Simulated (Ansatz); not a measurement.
**C3H8GeO: a nudged elastic band in two tries**

Wanted: a band of images between two relaxed ends, and a check that the input is sound. SMILES of the start: CC1O[CH]1[GeH3].

Program: Ansatz 0.2.0. Level of theory: RKS revPBE-D4/def2-mTZVP. These are calculated values, not measurements.

**1. The system as given**

Bond lengths: C1–C2 1.507 Å, C2–O3 1.448 Å, C2–C4 1.481 Å, O3–C4 1.460 Å, C4–Ge5 1.978 Å, C1–H6 1.102 Å, C1–H7 1.099 Å, C1–H8 1.101 Å, C2–H9 1.099 Å, C4–H10 1.100 Å, Ge5–H11 1.554 Å, Ge5–H12 1.550 Å, Ge5–H13 1.551 Å. Angles (14 of 25 angles, heavy atoms first): C1–C2–O3 116.5°, C1–C2–C4 122.1°, O3–C2–C4 59.8°, C2–O3–C4 61.2°, C2–C4–O3 59.0°, C2–C4–Ge5 122.0°, O3–C4–Ge5 115.7°, C1–C2–H9 115.4°, O3–C2–H9 113.3°, C4–C2–H9 117.3°, C2–C1–H6 110.5°, C2–C1–H7 110.7°, C2–C1–H8 110.7°, C2–C4–H10 116.3°.

Structure file:

```xyz
13

C    -1.8086    0.9876    0.5793
C    -0.3867    0.7549    0.1369
O     0.5962    0.5827    1.1863
C     0.2900   -0.5497    0.3171
Ge    1.7579   -1.1422   -0.8689
H    -2.5060    0.8105   -0.2550
H    -2.0731    0.3143    1.4069
H    -1.9446    2.0257    0.9204
H    -0.0368    1.3959   -0.6846
H    -0.2937   -1.3357    0.8179
H     1.2175   -2.1513   -1.9198
H     2.3385    0.1032   -1.5860
H     2.8699   -1.8307   -0.0357
```

**2. The run**

input.yaml reads:

```yaml
crystal:
  periodic: [false, false, false]
  atoms:
    - { symbol: C, position_ang: [-1.808611, 0.987586, 0.579333] }
    - { symbol: C, position_ang: [-0.386654, 0.754884, 0.136885] }
    - { symbol: O, position_ang: [0.59622, 0.582665, 1.186314] }
    - { symbol: C, position_ang: [0.28998, -0.549658, 0.317072] }
    - { symbol: Ge, position_ang: [1.757902, -1.142179, -0.86893] }
    - { symbol: H, position_ang: [-2.506007, 0.810545, -0.255015] }
    - { symbol: H, position_ang: [-2.073075, 0.31426, 1.406908] }
    - { symbol: H, position_ang: [-1.94458, 2.025744, 0.920367] }
    - { symbol: H, position_ang: [-0.036815, 1.395932, -0.684627] }
    - { symbol: H, position_ang: [-0.293723, -1.335658, 0.817933] }
    - { symbol: H, position_ang: [1.217497, -2.151306, -1.919752] }
    - { symbol: H, position_ang: [2.338491, 0.103181, -1.58602] }
    - { symbol: H, position_ang: [2.869873, -1.830697, -0.03567] }
basis:
  gaussian: { orbitals: def2-mTZVP }
hamiltonian:
  xc: revpbe
  dispersion: d4
neb:
  order_check: false
  images: 7
  f_tol: 0.05
  max_iterations: 8
  final_atoms:
    - { symbol: C, position_ang: [-1.71554493, 1.12692544, 0.61144584] }
    - { symbol: C, position_ang: [-0.28408294, 0.70327371, 0.40326521] }
    - { symbol: O, position_ang: [0.28454089, -0.16726346, 1.41052076] }
    - { symbol: C, position_ang: [0.0843427, -0.68930973, 0.06135793] }
    - { symbol: Ge, position_ang: [1.73493349, -1.12222983, -0.93865744] }
    - { symbol: H, position_ang: [-2.14200056, 1.51762144, -0.32616624] }
    - { symbol: H, position_ang: [-2.32742358, 0.27836361, 0.94877771] }
    - { symbol: H, position_ang: [-1.77891879, 1.92288319, 1.36958604] }
    - { symbol: H, position_ang: [0.40062404, 1.5001184, 0.08049596] }
    - { symbol: H, position_ang: [-0.74314607, -1.40986128, -0.00720219] }
    - { symbol: H, position_ang: [2.41863036, -2.36915101, -0.31978158] }
    - { symbol: H, position_ang: [1.39600772, -1.41980438, -2.42575172] }
    - { symbol: H, position_ang: [2.69253566, 0.09373291, -0.85309227] }
  initial_path: idpp
  relax_end_points: true
```

Run with:

```console
> ansatz run input.yaml --threads 2 --pin off --max-ram 3072MiB --backend cpu --events-out ev --progress --plain --runs-dir out
```

What it wrote:

```text
Error: invalid value for `basis.gaussian`: such a run doesn't read neb.relax_end_points; remove what it names
```

Wall time 0.02 s (2 threads of Arm Neoverse V2, shared host); peak memory 0.026 GiB.

**3. Diagnosis**

The run ended at the input check. The line that matters: «invalid value for `basis.gaussian`: such a run doesn't read neb.relax_end_points; remove what it names»

Relaxing the ends inside the band is not offered in a Gaussian basis.

Remedy: drop the key and relax the ends in runs of their own.

**4. Second try**

Changes to input.yaml since step 2:

```diff
@@ -25,3 +25,3 @@
   f_tol: 0.05
-  max_iterations: 8
+  max_iterations: 60
   final_atoms:
@@ -40,3 +40,12 @@
     - { symbol: H, position_ang: [2.69253566, 0.09373291, -0.85309227] }
-  initial_path: idpp
-  relax_end_points: true
+  initial_path:
+    images:
+      - { positions_ang: [[-1.808611, 0.987586, 0.579333], [-0.386654, 0.754884, 0.136885], [0.59622, 0.582665, 1.186314], [0.28998, -0.549658, 0.317072], [1.757902, -1.142179, -0.86893], [-2.506007, 0.810545, -0.255015], [-2.073075, 0.31426, 1.406908], [-1.94458, 2.025744, 0.920367], [-0.036815, 1.395932, -0.684627], [-0.293723, -1.335658, 0.817933], [1.217497, -2.151306, -1.919752], [2.338491, 0.103181, -1.58602], [2.869873, -1.830697, -0.03567]] }
+      - { positions_ang: [[-1.80118479, 0.93817084, 0.59343784], [-0.42173812, 0.72153294, 0.07102276], [0.58421229, 0.68784535, 1.05204699], [0.33819132, -0.49992039, 0.34099461], [1.75664114, -1.12168166, -0.85686044], [-2.5300118, 0.64195427, -0.14025023], [-1.98039528, 0.39551026, 1.48218382], [-1.99822275, 1.98915914, 0.80358353], [-0.13035384, 1.28927383, -0.80269505], [-0.18266995, -1.22573689, 0.96147576], [1.28049263, -1.74906479, -1.99543745], [2.5491299, -0.09056989, -1.27334597], [2.55640724, -2.01117402, -0.22135817]] }
+      - { positions_ang: [[-1.79375858, 0.88875567, 0.60754268], [-0.45682224, 0.68818189, 0.00516052], [0.57220458, 0.7930257, 0.91777998], [0.38640264, -0.45018278, 0.36491721], [1.75538027, -1.10118433, -0.84479088], [-2.55401659, 0.47336354, -0.02548546], [-1.88771555, 0.47676053, 1.55745964], [-2.0518655, 1.95257428, 0.68680007], [-0.22389267, 1.18261566, -0.92076311], [-0.07161689, -1.11581578, 1.10501852], [1.34348825, -1.34682357, -2.07112291], [2.75976881, -0.28432077, -0.96067193], [2.24294147, -2.19165103, -0.40704633]] }
+      - { positions_ang: [[-1.78633236, 0.83934051, 0.62164752], [-0.49190635, 0.65483083, -0.06070172], [0.56019686, 0.89820605, 0.78351297], [0.43461395, -0.40044518, 0.38883982], [1.75411941, -1.08068699, -0.83272131], [-2.57802139, 0.30477281, 0.0892793], [-1.79503583, 0.55801079, 1.63273545], [-2.10550824, 1.91598942, 0.5700166], [-0.31743151, 1.07595748, -1.03883116], [0.03943616, -1.00589466, 1.24856128], [1.40648388, -0.94458236, -2.14680836], [2.97040771, -0.47807166, -0.6479979], [1.92947571, -2.37212805, -0.5927345]] }
+      - { positions_ang: [[-1.77890615, 0.78992535, 0.63575237], [-0.52699047, 0.62147977, -0.12656397], [0.54818915, 1.0033864, 0.64924596], [0.48282527, -0.35070757, 0.41276243], [1.75285854, -1.06018966, -0.82065175], [-2.60202618, 0.13618208, 0.20404407], [-1.7023561, 0.63926106, 1.70801127], [-2.15915099, 1.87940456, 0.45323313], [-0.41097034, 0.96929931, -1.15689921], [0.15048921, -0.89597355, 1.39210404], [1.46947951, -0.54234114, -2.22249382], [3.18104661, -0.67182254, -0.33532386], [1.61600995, -2.55260506, -0.77842266]] }
+      - { positions_ang: [[-1.76306585, 0.87417537, 0.62967573], [-0.46626359, 0.64192826, 0.00589333], [0.48227708, 0.71072394, 0.83956466], [0.38320463, -0.43535811, 0.3249113], [1.74837728, -1.0756997, -0.85015317], [-2.48701978, 0.48154192, 0.07149149], [-1.85862297, 0.5490367, 1.51820288], [-2.06409294, 1.89027421, 0.68232136], [-0.20807175, 1.10200408, -0.84755042], [-0.07291961, -1.02444548, 1.04227748], [1.70676722, -0.99904361, -1.74681576], [2.73478689, -0.858818, -0.85793083], [1.88514137, -1.89102057, -0.79709006]] }
+      - { positions_ang: [[-1.74722554, 0.95842539, 0.6235991], [-0.40553671, 0.66237674, 0.13835062], [0.41636502, 0.41806147, 1.02988336], [0.28358399, -0.52000865, 0.23706018], [1.74389602, -1.09120974, -0.87965459], [-2.37201337, 0.82690176, -0.06106109], [-2.01488984, 0.45881233, 1.32839449], [-1.96903489, 1.90114387, 0.91140959], [-0.00517315, 1.23470885, -0.53820163], [-0.29632843, -1.15291742, 0.69245093], [1.94405494, -1.45574608, -1.2711377], [2.28852716, -1.04581346, -1.38053779], [2.1542728, -1.22943608, -0.81575747]] }
+      - { positions_ang: [[-1.73138523, 1.04267542, 0.61752247], [-0.34480982, 0.68282523, 0.27080792], [0.35045295, 0.12539901, 1.22020206], [0.18396335, -0.60465919, 0.14920905], [1.73941476, -1.10671978, -0.90915602], [-2.25700696, 1.1722616, -0.19361366], [-2.17115671, 0.36858797, 1.1385861], [-1.87397684, 1.91201353, 1.14049781], [0.19772544, 1.36741363, -0.22885284], [-0.51973725, -1.28138935, 0.34262437], [2.18134265, -1.91244854, -0.79545964], [1.84226744, -1.23280892, -1.90314475], [2.42340423, -0.56785158, -0.83442487]] }
+      - { positions_ang: [[-1.71554493, 1.12692544, 0.61144584], [-0.28408294, 0.70327371, 0.40326521], [0.28454089, -0.16726346, 1.41052076], [0.0843427, -0.68930973, 0.06135793], [1.73493349, -1.12222983, -0.93865744], [-2.14200056, 1.51762144, -0.32616624], [-2.32742358, 0.27836361, 0.94877771], [-1.77891879, 1.92288319, 1.36958604], [0.40062404, 1.5001184, 0.08049596], [-0.74314607, -1.40986128, -0.00720219], [2.41863036, -2.36915101, -0.31978158], [1.39600772, -1.41980438, -2.42575172], [2.69253566, 0.09373291, -0.85309227]] }
```

Run with:

```console
> ansatz run input.yaml --threads 2 --pin off --max-ram 3072MiB --backend cpu --events-out ev --progress --plain --runs-dir out
```

The limit on steps is raised as well. The first and last lines of the walk in its log:

```text
NEB iter   1: max|band force component| = 7.880e2 eV/Å  barrier→ = 209.1513 eV  barrier← = 209.1512 eV  Δτ_max = 0.2000 Å  (290 SCF iters)
NEB iter   2: max|band force component| = 1.445e2 eV/Å  barrier→ = 51.8619 eV  barrier← = 51.8619 eV  Δτ_max = 0.2000 Å  (231 SCF iters)
NEB iter   3: max|band force component| = 1.044e2 eV/Å  barrier→ = 35.5379 eV  barrier← = 35.5379 eV  Δτ_max = 0.1988 Å  (228 SCF iters)
[...]
NEB iter  16: max|band force component| = 2.165e-1 eV/Å  barrier→ = 0.0537 eV  barrier← = 0.0537 eV  CI = image 4  Δτ_max = 0.0382 Å  (216 SCF iters)
NEB iter  17: max|band force component| = 7.471e-2 eV/Å  barrier→ = 0.0498 eV  barrier← = 0.0497 eV  CI = image 4  Δτ_max = 0.0346 Å  (230 SCF iters)
NEB iter  18: max|band force component| = 4.424e-2 eV/Å  barrier→ = 0.0487 eV  barrier← = 0.0487 eV  CI = image 4  Δτ_max = 0.0000 Å  (592 SCF iters)
```

Wall time 5.8 min (2 threads of Arm Neoverse V2, shared host); peak memory 0.28 GiB.

With the input mended the run goes through: 18 iterations, highest image 0.05 eV above the first end.

**5. Outcome**

| quantity | value |
| --- | --- |
| first try | refused |
| cause | relaxing the ends inside the band is not offered in a Gaussian basis |

**Reading.** The fault in the first input was caught at the input check and cost nothing.
